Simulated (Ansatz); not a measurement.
# Cl₂H₂NOSi radical: how energies converge with the basis set

How large a basis does Cl₂H₂NOSi radical need? Two functionals are run in growing sets.

Program: Ansatz 0.2.0, Gaussian basis. Level of theory: one geometry, several basis sets. These are calculated values, not measurements.

Plan: PBE0-D4/def2-SVP; ωB97M-V/def2-SVP; PBE0-D4/def2-QZVPP; ωB97M-V/def2-QZVPP; the functionals' def2-TZVPP values are taken from earlier runs.

## Step 1: The geometry

The geometry comes from an earlier relaxation with PBE0-D4 in a triple-zeta def2 set; it is a stationary point, not always the lowest conformer.

SMILES `N[Si]([O])(Cl)Cl`, 7 atoms, charge 0, spin multiplicity 2.

Atoms are counted from 1 here; the program's logs count them from 0.

Bond lengths: N1–Si2 1.706 Å, N1–H6 1.009 Å, N1–H7 1.009 Å, Si2–O3 1.616 Å, Si2–Cl4 2.028 Å, Si2–Cl5 2.028 Å. Angles: Si2–N1–H6 119.9°, Si2–N1–H7 119.9°, H6–N1–H7 112.5°, N1–Si2–O3 100.7°, N1–Si2–Cl4 110.0°, N1–Si2–Cl5 109.9°, O3–Si2–Cl4 113.4°, O3–Si2–Cl5 113.4°, Cl4–Si2–Cl5 109.1°.

## Step 2: PBE0-D4 in def2-SVP

File in.yaml:

```yaml
crystal:
  periodic: [false, false, false]
  atoms:
    - {symbol: N, position_ang: [0.430003, -0.083202, 0.976624]}
    - {symbol: Si, position_ang: [-0.271617, 0.056178, -0.572523]}
    - {symbol: O, position_ang: [0.783053, -0.791694, -1.455651]}
    - {symbol: Cl, position_ang: [-2.137343, -0.738801, -0.562689]}
    - {symbol: Cl, position_ang: [-0.384477, 2.009239, -1.107176]}
    - {symbol: H, position_ang: [1.264325, 0.438815, 1.199828]}
    - {symbol: H, position_ang: [0.377356, -0.958633, 1.475887]}
basis:
  gaussian: {orbitals: def2-SVP}
magnetization: {spin_polarized: true, initial_magnetization: 1}
hamiltonian: {xc: pbe0, dispersion: d4}
output: {orbitals: {seedname: orbitals}}
```

Further steps of the session: ωB97M-V in def2-SVP; PBE0-D4 in def2-QZVPP; ωB97M-V in def2-QZVPP.

Q: Predict the results of all the runs planned. Wanted: PBE0-D4: double and triple zeta above quadruple; ωB97M-V: double and triple zeta above quadruple.

As calculated:

| quantity | value |
| --- | --- |
| PBE0-D4: double and triple zeta above quadruple | 17.37, 1.22 eV |
| ωB97M-V: double and triple zeta above quadruple | 17.31, 1.15 eV |

PBE0-D4 gains 16.15 eV from double to triple zeta, then 1.22 eV more. Total energies overstate the basis error of differences, where much of it tends to cancel.
